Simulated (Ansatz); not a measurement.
# SiNi2 (Pnma) in Ansatz: further runs, part 2 of 2

Ansatz 0.2.0. Earlier steps stand in the parts before.

## (3) Relaxation of cell and atoms, PBE, collinear spin, ferromagnetic start

input.yaml

```yaml
crystal:
  lattice:
    - [4.99, 0.0, 0.0]
    - [0.0, 3.72, 0.0]
    - [0.0, 0.0, 7.03]
  atoms:
    - { symbol: Ni, position: [0.325, 0.75, 0.937], spin: 1.0 }
    - { symbol: Ni, position: [0.675, 0.25, 0.063], spin: 1.0 }
    - { symbol: Ni, position: [0.175, 0.25, 0.437], spin: 1.0 }
    - { symbol: Ni, position: [0.825, 0.75, 0.563], spin: 1.0 }
    - { symbol: Ni, position: [0.458, 0.75, 0.297], spin: 1.0 }
    - { symbol: Ni, position: [0.542, 0.25, 0.703], spin: 1.0 }
    - { symbol: Ni, position: [0.042, 0.25, 0.797], spin: 1.0 }
    - { symbol: Ni, position: [0.958, 0.75, 0.203], spin: 1.0 }
    - { symbol: Si, position: [0.786, 0.75, 0.886] }
    - { symbol: Si, position: [0.214, 0.25, 0.114] }
    - { symbol: Si, position: [0.714, 0.25, 0.386] }
    - { symbol: Si, position: [0.286, 0.75, 0.614] }
hamiltonian:
  xc: pbe
  pseudopotentials: { kind: paw }
magnetization:
  spin_polarized: true
kpoints:
  mp_grid: { grid: [6, 7, 4] }
scf:
  occupations: { method: fermi_dirac, width: 0.05 }
output:
  forces: true
  stress: true
  eigenvalues: true
relax:
  f_tol: 0.01
  max_steps: 40
  cell: { stress_tol: 0.05 }
```

Potentials or basis: Ansatz PAW.

The run is started by

```sh
$ ansatz run input.yaml --threads 4 --pin off --max-ram 11264MiB --backend cpu --events-out ev --progress --plain --runs-dir out
```

Standard output:

```text
Warning: RAYON_NUM_THREADS=4 ignored (pool sized by the plan → 4); use --threads N
Engine: ansatz 0.2.0, aarch64-unknown-linux-gnu
Pseudopotentials: kind: paw
Pseudopotential: Ni, paw, valence charge 18, recommended cutoff 420 eV (normal), Ni.paw.azcp
Pseudopotential: Si, paw, valence charge 4, recommended cutoff 420 eV (normal), Si.paw.azcp
Functional definition: PBE
  parameter kappa = 0.804
  parameter beta = 0.06672455060314922
  exchange = pbe_x(kappa = kappa, mu = beta*pi^2/3)
  correlation = pbe_c(beta = beta)
Crystal: 12 atoms, lattice volume = 130.496 Å³
Basis set: ecut = 420 eV, 2559 PW (Γ), exchange–correlation on 72×50×96 points (8 copies of the dense FFT grid, shifted against one another)
Bands: 101, of which v1, the nominal top of the filled ones, is band 80 counted from 1 (79 counted from 0)
Symmetry: 8 space group operations
Space group: Pnma (ITA 62), of the structure as read, at distance tolerance 5.1e-5 Å
Magnetic group: BNS 62.441 (UNI 539), of the structure as read, at distance tolerance 5.1e-5 Å
k-points: 48 of 168
Non-local potential: Ni, projectors of the file, l = 0: 3, l = 1: 2, l = 2: 3, l = 3: 1
Non-local potential: Si, projectors of the file, l = 0: 2, l = 1: 2, l = 2: 2
PAW form: soft (Blöchl's): semilocal exchange-correlation on the pseudo side does not see the compensation charge
PAW one-centre angular grid: Ni, 590 points (default); XC on 64 Gauss nodes
PAW one-centre angular grid: Si, 110 points (default); XC on 64 Gauss nodes
Initial density: superposition of atomic densities (chi_scale 0.1, normalization cell)
Starting moments: Σ|m| = 8 μB on 8 of 12 sites
[... 126 lines left out ...]
  atom   2  Ni     0.00139814     0.00000000     0.00121272
  atom   3  Ni     0.00139814     0.00000000    -0.00121272
  atom   4  Ni    -0.00139814     0.00000000     0.00121272
  atom   5  Ni    -0.00208276     0.00000000    -0.00212162
  atom   6  Ni     0.00208276     0.00000000     0.00212162
  atom   7  Ni     0.00208276     0.00000000    -0.00212162
  atom   8  Ni    -0.00208276    -0.00000000     0.00212162
  atom   9  Si     0.00212333    -0.00000000    -0.00203305
  atom  10  Si    -0.00212333    -0.00000000     0.00203305
  atom  11  Si    -0.00212333     0.00000000    -0.00203305
  atom  12  Si     0.00212333     0.00000000     0.00203305
  max |Σ_I F_I| component: 1.13e-17 eV/Å
--- Stress (GPa, compression-positive) ---
        0.033381       0.000000       0.000000
        0.000000       0.016680       0.000000
        0.000000       0.000000      -0.022860
  P = ⅓ Tr σ = 0.0091 GPa (0.091 kbar)
--- Band table (eV; the first three rows and the last of 96) ---
  k-point 0 ↑: bands = ["-86.5706", "-86.5701", "-86.5657", "-86.5657", "-86.4221", "-86.4218", "-86.4158", "-86.4157", "-47.0442", "-47.0418", "-47.0400", "-47.0359", "-46.9980", "-46.9879", "-46.9718", "-46.9635", "-46.9463", "-46.9432", "-46.9192", "-46.9171", "-46.8968", "-46.8957", "-46.8944", "-46.8937", "-46.8417", "-46.8382", "-46.8036", "-46.8030", "-46.7854", "-46.7788", "-46.7509", "-46.7504", "4.3808", "6.9468", "6.9995", "8.7812", "10.3732", "10.8463", "11.6031", "11.9751", "12.2833", "12.3566", "12.6056", "12.6583", "12.8563", "12.9287", "13.0782", "13.2343", "13.5699", "13.6227", "13.7174", "13.7984", "13.8613", "13.8799", "14.2901", "14.3941", "14.4271", "14.5904", "14.6267", "14.7538", "14.8378", "14.9006", "15.0591", "15.0816", "15.1180", "15.1382", "15.1410", "15.2632", "15.3765", "15.3897", "15.4179", "15.6032", "15.6571", "15.7262", "15.7950", "15.8887", "16.0368", "16.0655", "16.3828", "16.7612", "17.6334", "17.8418", "18.8464", "19.2346", "19.4480", "19.8622", "20.5247", "20.5449", "21.1246", "21.4997", "22.0490", "22.1778", "23.1015", "23.2319", "23.3907", "24.6144", "24.7277", "24.7976", "25.2875", "25.8099", "26.0039"]
  k-point 1 ↑: bands = ["-86.5705", "-86.5702", "-86.5657", "-86.5657", "-86.4221", "-86.4218", "-86.4158", "-86.4157", "-47.0441", "-47.0427", "-47.0389", "-47.0363", "-46.9968", "-46.9899", "-46.9700", "-46.9644", "-46.9459", "-46.9437", "-46.9189", "-46.9174", "-46.8967", "-46.8959", "-46.8943", "-46.8938", "-46.8412", "-46.8387", "-46.8035", "-46.8031", "-46.7844", "-46.7797", "-46.7508", "-46.7505", "4.5610", "5.9249", "8.0168", "8.7915", "10.4520", "10.9851", "11.2315", "11.8547", "12.1866", "12.3510", "12.6338", "12.7788", "12.9087", "12.9404", "13.0396", "13.3216", "13.5110", "13.5198", "13.5778", "13.7059", "13.9503", "14.1448", "14.2004", "14.3294", "14.3294", "14.4838", "14.7580", "14.8046", "14.8285", "14.8353", "15.0541", "15.1051", "15.1401", "15.2534", "15.3024", "15.3055", "15.3388", "15.4607", "15.4630", "15.6517", "15.6635", "15.6867", "15.8030", "15.9522", "16.0128", "16.2326", "16.4050", "16.6851", "17.1947", "17.9379", "18.2143", "18.3435", "20.2467", "20.3765", "20.8705", "20.9067", "20.9392", "21.5177", "21.7053", "22.7570", "23.1433", "23.4072", "23.4876", "24.2774", "24.4477", "24.5490", "25.2598", "25.8101", "25.9206"]
  k-point 2 ↑: bands = ["-86.5704", "-86.5704", "-86.5657", "-86.5657", "-86.4219", "-86.4219", "-86.4158", "-86.4158", "-47.0436", "-47.0436", "-47.0374", "-47.0374", "-46.9938", "-46.9938", "-46.9668", "-46.9668", "-46.9448", "-46.9448", "-46.9181", "-46.9181", "-46.8963", "-46.8963", "-46.8940", "-46.8940", "-46.8400", "-46.8400", "-46.8033", "-46.8033", "-46.7820", "-46.7820", "-46.7507", "-46.7507", "5.0894", "5.0894", "8.6588", "8.6588", "10.7163", "10.7163", "11.4277", "11.4277", "12.3055", "12.3055", "12.5360", "12.5360", "13.0698", "13.0698", "13.1782", "13.1782", "13.4644", "13.4644", "13.5655", "13.5655", "14.0639", "14.0639", "14.2569", "14.2569", "14.4735", "14.4735", "14.8343", "14.8343", "14.8461", "14.8461", "15.0338", "15.0338", "15.2145", "15.2145", "15.3033", "15.3033", "15.4347", "15.4347", "15.5665", "15.5665", "15.9031", "15.9031", "15.9200", "15.9200", "15.9346", "15.9346", "16.5878", "16.5878", "17.2108", "17.2108", "18.3396", "18.3396", "19.9672", "19.9672", "20.9518", "20.9518", "21.4577", "21.4577", "22.9042", "22.9042", "23.5289", "23.5289", "24.0636", "24.0636", "24.3484", "24.3484", "24.4414", "24.4414", "25.8043"]
  k-point 47 ↓: bands = ["-86.5684", "-86.5684", "-86.5675", "-86.5675", "-86.4189", "-86.4189", "-86.4189", "-86.4189", "-47.0418", "-47.0418", "-47.0401", "-47.0401", "-46.9854", "-46.9854", "-46.9820", "-46.9820", "-46.9366", "-46.9366", "-46.9353", "-46.9353", "-46.8898", "-46.8898", "-46.8871", "-46.8871", "-46.8183", "-46.8183", "-46.8180", "-46.8180", "-46.7694", "-46.7694", "-46.7692", "-46.7692", "7.5960", "7.5960", "7.8237", "7.8237", "9.9933", "9.9933", "10.1467", "10.1467", "12.4463", "12.4463", "12.6580", "12.6580", "13.0534", "13.0534", "13.0724", "13.0724", "13.5679", "13.5679", "13.7214", "13.7214", "14.0236", "14.0236", "14.0633", "14.0633", "14.3488", "14.3488", "14.5108", "14.5108", "14.8337", "14.8337", "14.8552", "14.8552", "15.0571", "15.0571", "15.1317", "15.1317", "15.2722", "15.2722", "15.3155", "15.3155", "15.5276", "15.5276", "15.6224", "15.6224", "16.3005", "16.3005", "16.3032", "16.3032", "17.2936", "17.2936", "17.5782", "17.5782", "19.6113", "19.6113", "19.6910", "19.6910", "21.8401", "21.8401", "22.3052", "22.3052", "23.7890", "23.7890", "23.9562", "23.9562", "26.4113", "26.4113", "27.0037", "27.0037", "27.3517"]
--- Relaxed structure (4 steps of the walk, 4 accepted, 1 SCFs on fresh bases) ---
  F+E_penalty+E_count = -49267.59300143 eV   max|allowed force component| = 2.123e-3 eV/Å   (the final SCF, on the basis selected at the relaxed cell)
  cell:  # Å, volume = 132.5574 Å³
    - [5.0221520532432615, 0.0, 0.0]
    - [0.0, 3.7330441053600527, 0.0]
    - [0.0, 0.0, 7.070513308551201]
  atoms:
    - { symbol: Ni, position: [0.33072443829399684, 0.7500000000000001, 0.9397275994430696] }
    - { symbol: Ni, position: [0.6692755617060033, 0.25000000000000006, 0.06027240055693046] }
    - { symbol: Ni, position: [0.16927556170600325, 0.25000000000000006, 0.4397275994430694] }
    - { symbol: Ni, position: [0.8307244382939968, 0.7500000000000001, 0.5602724005569305] }
    - { symbol: Ni, position: [0.4590995606257792, 0.7500000000000001, 0.29609755566027113] }
    - { symbol: Ni, position: [0.5409004393742209, 0.25000000000000006, 0.7039024443397288] }
    - { symbol: Ni, position: [0.040900439374220776, 0.25000000000000006, 0.7960975556602712] }
    - { symbol: Ni, position: [0.9590995606257794, 0.7500000000000001, 0.20390244433972884] }
    - { symbol: Si, position: [0.7870198680264181, 0.7500000000000001, 0.885494084382894] }
    - { symbol: Si, position: [0.212980131973582, 0.25000000000000006, 0.11450591561710594] }
    - { symbol: Si, position: [0.7129801319735821, 0.25000000000000006, 0.38549408438289406] }
    - { symbol: Si, position: [0.28701986802641805, 0.7500000000000001, 0.614505915617106] }
```

Run time: 2.4 min. Hardware: 4 threads of Arm Neoverse V2, shared host; peak memory 1.2 GiB.

What came out:

```
Free energy                            : -49267.5930 eV
Relaxed volume                         : 11.05 Å³/atom
Relaxed cell                           : a = 5.022 Å, b = 3.733 Å, c = 7.071 Å, α = 90.00°, β = 90.00°, γ = 90.00°
Space group after relaxing (to 0.05 Å) : Pnma (No. 62)
Energy gained by relaxing              : 4.1 meV/atom
Ionic steps                            : 5
Pressure after relaxing                : 0.0 GPa
Band gap on the k mesh                 : none (metal or under the smearing width)
Net moment                             : 0.00 μB per cell
Absolute moment                        : 0.00 μB per cell
```

Forces in eV/Å, atoms in the order of the input:
```
Ni  -0.001  0.000 -0.001
Ni   0.001  0.000  0.001
Ni   0.001  0.000 -0.001
Ni  -0.001  0.000  0.001
Ni  -0.002  0.000 -0.002
Ni   0.002  0.000  0.002
Ni   0.002  0.000 -0.002
Ni  -0.002  0.000  0.002
Si   0.002  0.000 -0.002
Si  -0.002  0.000  0.002
Si  -0.002  0.000 -0.002
Si   0.002  0.000  0.002
```

Step by step:
```csv
step,energy change (eV),largest force (eV/Å),volume (Å³)
1,0.0000,0.3691,130.50
2,-0.0333,0.2247,131.57
3,-0.0480,0.0243,132.53
4,-0.0483,0.0030,132.56
5,-0.0489,0.0030,132.56
```

Final structure:
```
Ni Si
1.0
     5.02215    0.00000    0.00000
     0.00000    3.73304    0.00000
     0.00000    0.00000    7.07051
Ni Si
8 4
Direct
  0.33072 0.75000 0.93973
  0.66928 0.25000 0.06027
  0.16928 0.25000 0.43973
  0.83072 0.75000 0.56027
  0.45910 0.75000 0.29610
  0.54090 0.25000 0.70390
  0.04090 0.25000 0.79610
  0.95910 0.75000 0.20390
  0.78702 0.75000 0.88549
  0.21298 0.25000 0.11451
  0.71298 0.25000 0.38549
  0.28702 0.75000 0.61451
```

Caveat: the plane-wave basis is chosen anew once the cell has moved, so the energies of steps on either side of that aren't comparable; the starting moments weren't kept. Zero-point motion and thermal expansion aren't in these numbers.
